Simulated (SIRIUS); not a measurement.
# FeSi2 (Linzhiite) (P4/mmm) in SIRIUS: reference runs

Reference runs on FeSi2 (Linzhiite): the cell as given.

All numbers are computed with SIRIUS 7.12.0; they aren't measurements. Logs are shortened: lines on timing, memory, paths and dates and some standing lists are left out, and cuts for length are marked. The log counts tension as positive stress, the text compression.

### 1 Starting point

The structure is tetragonal, space group P4/mmm (No. 123). The conventional cell has a = 2.684 Å, b = 2.684 Å, c = 5.128 Å, α = 90.00°, β = 90.00°, γ = 90.00°. Fe (site symmetry 4/mmm) is surrounded by 8 Si at 2.35 Å and 4 Fe at 2.68 Å. Si (site symmetry 4mm) has 4 Fe at 2.35 Å and 5 Si at 2.36 to 2.68 Å as nearest neighbours.

### 2 Single point, PBEsol, collinear spin, ferromagnetic start

The input, sirius.json:

```json
{
  "control": {
    "processing_unit": "cpu",
    "verbosity": 2,
    "num_bands_to_print": 20,
    "print_forces": true,
    "print_stress": true
  },
  "parameters": {
    "electronic_structure_method": "pseudopotential",
    "xc_functionals": ["XC_GGA_X_PBE_SOL", "XC_GGA_C_PBE_SOL"],
    "gk_cutoff": 9.5,
    "pw_cutoff": 19.0,
    "ngridk": [10, 10, 5],
    "shiftk": [0, 0, 0],
    "smearing": "fermi_dirac",
    "smearing_width": 0.0018374661,
    "num_bands": 20,
    "num_mag_dims": 1,
    "num_dft_iter": 100,
    "energy_tol": 1e-08,
    "density_tol": 1e-06
  },
  "iterative_solver": {
    "type": "davidson",
    "min_tolerance": 1e-10
  },
  "mixer": {
    "type": "anderson",
    "beta": 0.5,
    "max_history": 8
  },
  "settings": {
    "tol_ne": 1e-10,
    "pseudo_grid_cutoff": 6.5,
    "smooth_initial_mag": true
  },
  "unit_cell": {
    "lattice_vectors": [
      [5.072024918496, 0.0, 0.0],
      [0.0, 5.072024918496, 0.0],
      [0.0, 0.0, 9.690515567081]
    ],
    "atom_coordinate_units": "lattice",
    "atom_types": ["Fe", "Si"],
    "atom_files": {
      "Fe": "Fe.json",
      "Si": "Si.json"
    },
    "atoms": {
      "Fe": [
        [0.0, 0.0, 0.0, 0.0, 0.0, 3.0]
      ],
      "Si": [
        [0.5, 0.5, 0.73, 0.0, 0.0, 0.0],
        [0.5, 0.5, 0.27, 0.0, 0.0, 0.0]
      ]
    }
  }
}
```

Potentials or basis: PseudoDojo 0.4.1 PBEsol standard (scalar relativistic).

Command:

```
upf_to_json Fe.upf
upf_to_json Si.upf
OMP_NUM_THREADS=1 sirius.scf --input=sirius.json --output=out.json --task=0
```

Log:

```text
[info] SIRIUS version : 7.12.0
[info] number of MPI ranks           : 1
[info] MPI grid                      : 1 1
[info] maximum number of OMP threads : 1
[fft] FFT context for density and potential
[fft] =====================================
[fft]   comm size                             : 1
[fft]   plane wave cutoff                     : 19
[fft]   grid size                             : 36 36 64   total : 82944
[fft]   grid limits                           : -17 18   -17 18   -31 32
[fft]   number of G-vectors within the cutoff : 14496
[fft]   local number of G-vectors             : 14496
[fft]   number of G-shells                    : 2179
[fft] FFT context for coarse grid
[fft] =====================================
[fft]   comm size                             : 1
[fft]   plane wave cutoff                     : 19
[fft]   grid size                             : 36 36 64   total : 82944
[fft]   grid limits                           : -17 18   -17 18   -31 32
[fft]   number of G-vectors within the cutoff : 14496
[fft]   local number of G-vectors             : 14496
[fft]   number of G-shells                    : 2179
[unit cell] lattice vectors
[unit cell]   a1 :       5.0720249185      0.0000000000      0.0000000000
[unit cell]   a2 :       0.0000000000      5.0720249185      0.0000000000
[unit cell]   a3 :       0.0000000000      0.0000000000      9.6905155671
[unit cell] reciprocal lattice vectors
[unit cell]   b1 :       1.2387922789      0.0000000000      0.0000000000
[unit cell]   b2 :       0.0000000000      1.2387922789      0.0000000000
[unit cell]   b3 :       0.0000000000      0.0000000000      0.6483850383
[unit cell] unit cell volume :       249.29274553 [a.u.^3]
[unit cell] 1/sqrt(omega)    :         0.06333520
[unit cell] MT volume        :         0.00000000 ( 0.00%)
[unit cell] IT volume        :       249.29274553 (100.00%)
[unit cell] number of atom types : 2
[unit cell] type id : 0 symbol : Fe mt_radius :  14.250000 num_atoms : 1
[unit cell] type id : 1 symbol : Si mt_radius :  15.090000 num_atoms : 2
[unit cell] total number of atoms : 3
[unit cell] number of symmetry classes : 2
[unit cell] number of PAW atoms : 0
[unit cell] atom id  type id  class id             position                      vector_field
[unit cell] ------------------------------------------------------------------------------------------
[unit cell]      0        0        0      0.00000   0.00000   0.00000      0.00000   0.00000   3.00000
[unit cell]      1        1        1      0.50000   0.50000   0.73000      0.00000   0.00000   0.00000
[unit cell]      2        1        1      0.50000   0.50000   0.27000      0.00000   0.00000   0.00000
[unit cell] atom id         position (Cartesian, a.u.)
[unit cell] ---------------------------------------------
[unit cell]      0       0.000000    0.000000    0.000000
[unit cell]      1       2.536012    2.536012    7.074076
[unit cell]      2       2.536012    2.536012    2.616439
[unit cell] class id : 0 atom id : 0
[unit cell] class id : 1 atom id : 1 2
[unit cell] minimum bond length:     4.439423
[unit cell] total number of pseudo wave-functions: 18
[sym] space group number   : 123
[sym] international symbol : P4/mmm
[sym] Hall symbol          : -P 4 2
[sym] space group transformation matrix :
[sym]   1.0000  0.0000  0.0000
[sym]   0.0000  1.0000  0.0000
[sym]   0.0000  0.0000  1.0000
[sym] space group origin shift :
[sym]   0.0000  0.0000  0.0000
[sym] number of space group operations  : 16
[sym] number of magnetic group operations : 16
[sym] metric tensor error: 0.0000e+00
[sym] rotation matrix error: 4.4409e-16
[... 486 lines left out ...]
[diagonalize]            -2.666273   -1.429334   -1.425698   -1.421668    0.076584    0.228939    0.291917    0.340225    0.420470    0.442486    0.463544    0.478664    0.528537    0.633239    0.686063    0.768489    0.815041    0.832084    0.893609    0.995710
[diagonalize] ik:    4   -2.666970   -1.431569   -1.426559   -1.422113    0.123191    0.253649    0.274438    0.332324    0.395601    0.424483    0.451673    0.482156    0.526345    0.591692    0.628156    0.812656    0.815065    0.875682    0.902667    0.980959
[diagonalize]            -2.666155   -1.430601   -1.425585   -1.421526    0.123180    0.253684    0.274544    0.332401    0.395645    0.425237    0.452048    0.482659    0.527321    0.592036    0.628630    0.812696    0.815046    0.875695    0.902622    0.980970
[diagonalize] ...
[diagonalize] ik:   58   -2.666667   -1.431166   -1.429785   -1.421764    0.202232    0.233895    0.339332    0.354370    0.402267    0.424566    0.463203    0.487958    0.540130    0.583283    0.641745    0.664746    0.720801    0.739748    0.792100    0.805516
[diagonalize]            -2.665852   -1.430197   -1.428815   -1.421176    0.202225    0.233916    0.339458    0.354519    0.402531    0.424799    0.463867    0.488239    0.541308    0.583540    0.641833    0.665005    0.720825    0.739832    0.792237    0.805611
[diagonalize] ik:   59   -2.666623   -1.431637   -1.429731   -1.421712    0.225177    0.256520    0.313934    0.338639    0.403323    0.425740    0.460178    0.484887    0.538143    0.594792    0.660097    0.683728    0.696162    0.744605    0.749016    0.775021
[diagonalize]            -2.665808   -1.430668   -1.428761   -1.421124    0.225175    0.256566    0.314007    0.338738    0.403505    0.425909    0.460951    0.485260    0.539490    0.594916    0.660181    0.683928    0.696225    0.744627    0.749163    0.775163
[diagonalize] ik:   60   -2.666552   -1.431029   -1.430994   -1.421630    0.229480    0.267740    0.341064    0.367916    0.398940    0.408740    0.468336    0.501852    0.529813    0.557111    0.631714    0.651647    0.679638    0.719267    0.751572    0.818356
[diagonalize]            -2.665736   -1.430060   -1.430024   -1.421043    0.229486    0.267792    0.341230    0.368003    0.399079    0.408882    0.468949    0.502043    0.531078    0.557589    0.631842    0.651769    0.679803    0.719398    0.751626    0.818472
[diagonalize] ik:   61   -2.666507   -1.431478   -1.430952   -1.421579    0.241469    0.294853    0.327523    0.373150    0.393638    0.404387    0.464497    0.509329    0.532346    0.554452    0.623214    0.633961    0.680440    0.688608    0.768469    0.792184
[diagonalize]            -2.665692   -1.430509   -1.429983   -1.420992    0.241495    0.294931    0.327651    0.373207    0.393770    0.404412    0.465126    0.509659    0.533808    0.554698    0.623307    0.634111    0.680552    0.688846    0.768485    0.792304
[diagonalize] ik:   62   -2.666463   -1.431418   -1.431418   -1.421529    0.247439    0.330474    0.330474    0.363985    0.398365    0.398365    0.455557    0.528866    0.545423    0.545423    0.571948    0.618736    0.666327    0.680431    0.800362    0.800362
[diagonalize]            -2.665648   -1.430449   -1.430449   -1.420941    0.247485    0.330628    0.330628    0.363990    0.398353    0.398353    0.456114    0.530496    0.545735    0.545735    0.571966    0.618928    0.666645    0.680456    0.800449    0.800449
[find] Charges and magnetic moments
[find] --------------------------------------------------------------------------------
[find] atom                moment                |moment|
[find] --------------------------------------------------------------------------------
[find]    0 [  0.00000,   0.00000,   0.01988]    0.019882
[find]    1 [  0.00000,   0.00000,  -0.00059]    0.000590
[find]    2 [  0.00000,   0.00000,  -0.00059]    0.000590
[... 7 lines left out ...]
[find] <mag|B^{XC}>                   :      -0.00001484
[find] <rho|V^{H}>                    :     112.90416438
[find] one-electron contribution      :     -99.92725610 (Ha),    -199.85451219 (Ry)
[find] hartree contribution           :      56.45208219
[find] xc contribution                :     -20.87246780
[find] ewald contribution             :     -69.38654973
[find] PAW contribution               :       0.00000000
[find] smearing (-TS)                 :      -0.00035798
[find] SCF correction                 :       0.00000019
[find] Total energy                   :    -133.73419125 (Ha),    -267.46838250 (Ry)
[find] Free energy (E-TS)             :    -133.73454923 (Ha),    -267.46909845 (Ry)
[find] band gap (eV)                  :       0.00000000
[find] Efermi                         :       0.52402405
[find] iteration : 34, RMS (target) : 4.9750e-07 (1.0000e-06) , energy difference (target) : 3.8831e-09 (1.0000e-08)
[find] bands are converged : true
[find] iterative solver converged : true
[find] converged after 35 SCF iterations!
[find] Charges and magnetic moments
[find] --------------------------------------------------------------------------------
[find] atom                moment                |moment|
[find] --------------------------------------------------------------------------------
[find]    0 [  0.00000,   0.00000,   0.01988]    0.019882
[find]    1 [  0.00000,   0.00000,  -0.00059]    0.000590
[find]    2 [  0.00000,   0.00000,  -0.00059]    0.000590
[find] total charge          : 24.000000
[find] total moment          : [  0.00000,   0.00000,   0.01819], magnitude : 0.018192
[find] Energy
[find] --------------------------------------------------------------------------------
[find] valence_eval_sum               :      -8.24966557
[find] <rho|V^{XC}>                   :     -21.22655901
[find] <rho|E^{XC}>                   :     -20.87246780
[find] <mag|B^{XC}>                   :      -0.00001484
[find] <rho|V^{H}>                    :     112.90416438
[find] one-electron contribution      :     -99.92725610 (Ha),    -199.85451219 (Ry)
[find] hartree contribution           :      56.45208219
[find] xc contribution                :     -20.87246780
[find] ewald contribution             :     -69.38654973
[find] PAW contribution               :       0.00000000
[find] smearing (-TS)                 :      -0.00035798
[find] SCF correction                 :       0.00000019
[find] Total energy                   :    -133.73419125 (Ha),    -267.46838250 (Ry)
[find] Free energy (E-TS)             :    -133.73454923 (Ha),    -267.46909845 (Ry)
[find] band gap (eV)                  :       0.00000000
[find] Efermi                         :       0.52402405
[ground_state] === stress tensor components [kbar] ===
[ground_state] === stress_kin ===
[ground_state] -47617.964672    0.000000    0.000000
[ground_state]     0.000000-47617.964672   -0.000000
[ground_state]     0.000000   -0.000000-48171.397317
[ground_state] === stress_har ===
[ground_state] -37680.579182    0.000000   -0.000000
[ground_state]     0.000000-37680.579182    0.000000
[ground_state]    -0.000000    0.000000 8737.583807
[ground_state] === stress_ewald ===
[ground_state]  9343.497202    0.000000    0.000000
[ground_state]     0.000000 9343.497202    0.000000
[ground_state]     0.000000    0.00000063201.570023
[ground_state] === stress_vloc ===
[ground_state] 64720.190012    0.000000    0.000000
[ground_state]     0.00000064720.190012   -0.000000
[ground_state]     0.000000   -0.000000-35138.647942
[ground_state] === stress_xc ===
[ground_state]   516.788819    0.000000   -0.000000
[ground_state]     0.000000  516.788819   -0.000000
[ground_state]    -0.000000   -0.000000  514.287413
[ground_state] === stress_core ===
[ground_state]  6603.981712    0.000000   -0.000000
[ground_state]     0.000000 6603.981712    0.000000
[ground_state]    -0.000000    0.000000 6616.879880
[ground_state] === stress_nonloc ===
[ground_state]  4125.263726    0.000000   -0.000000
[ground_state]     0.000000 4125.263726   -0.000000
[ground_state]    -0.000000   -0.000000 4268.910677
[ground_state] === stress_us_nl ===
[ground_state]  4125.263726    0.000000   -0.000000
[ground_state]     0.000000 4125.263726   -0.000000
[ground_state]    -0.000000   -0.000000 4268.910677
[ground_state] === stress_total ===
[ground_state]    11.177615    0.000000    0.000000
[ground_state]     0.000000   11.177615   -0.000000
[ground_state]     0.000000   -0.000000   29.186541
[ground_state] ==== total Forces in Ha/bohr =====
[ground_state] atom:    0, force:       0.0000000      0.0000000      0.0000000
[ground_state] atom:    1, force:      -0.0000000     -0.0000000     -0.0047071
[ground_state] atom:    2, force:       0.0000000      0.0000000      0.0047071
[ground_state] ==== ultrasoft contribution from Qij =====
[ground_state] atom:    0, force:       0.0000000      0.0000000      0.0000000
[ground_state] atom:    1, force:       0.0000000      0.0000000      0.0000000
[ground_state] atom:    2, force:       0.0000000      0.0000000      0.0000000
[ground_state] ==== non-local contribution from Beta-projector =====
[ground_state] atom:    0, force:       0.0000000      0.0000000      0.0000000
[ground_state] atom:    1, force:      -0.0000000      0.0000000      0.0029001
[ground_state] atom:    2, force:       0.0000000      0.0000000     -0.0029001
[ground_state] ==== contribution from local potential =====
[ground_state] atom:    0, force:       0.0000000      0.0000000      0.0000000
[ground_state] atom:    1, force:      -0.0000000      0.0000000      5.0403918
[ground_state] atom:    2, force:       0.0000000      0.0000000     -5.0403918
[ground_state] ==== contribution from core density =====
[ground_state] atom:    0, force:       0.0000000      0.0000000      0.0000000
[ground_state] atom:    1, force:      -0.0000000      0.0000000      0.0015827
[ground_state] atom:    2, force:       0.0000000     -0.0000000     -0.0015827
[ground_state] ==== Ewald forces from ions =====
[ground_state] atom:    0, force:       0.0000000      0.0000000      0.0000000
[ground_state] atom:    1, force:       0.0000000     -0.0000000     -5.0495817
[ground_state] atom:    2, force:       0.0000000      0.0000000      5.0495817
[~DFT_ground_state] local op. applied: 188365
[~DFT_ground_state] evp. work count: 40354.7
[~DFT_ground_state] number of iterative solver steps: 8527
```

Run time: 3.9 min. Hardware: 1 thread of Intel Xeon 6975P-C (Granite Rapids), shared host; peak memory 0.71 GiB.

What came out:

| Property | Result |
| --- | --- |
| Free energy | -3639.1025 eV |
| Pressure | -1.7 GPa |
| Largest force | 0.242 eV/Å |
| Band gap on the k mesh | none (metal or under the smearing width) |

Forces on the atoms (eV/Å):
```
Fe   0.000  0.000  0.000
Si   0.000  0.000 -0.242
Si   0.000  0.000  0.242
```

Caveat: the starting moments collapsed, and a magnetic state may lie lower.
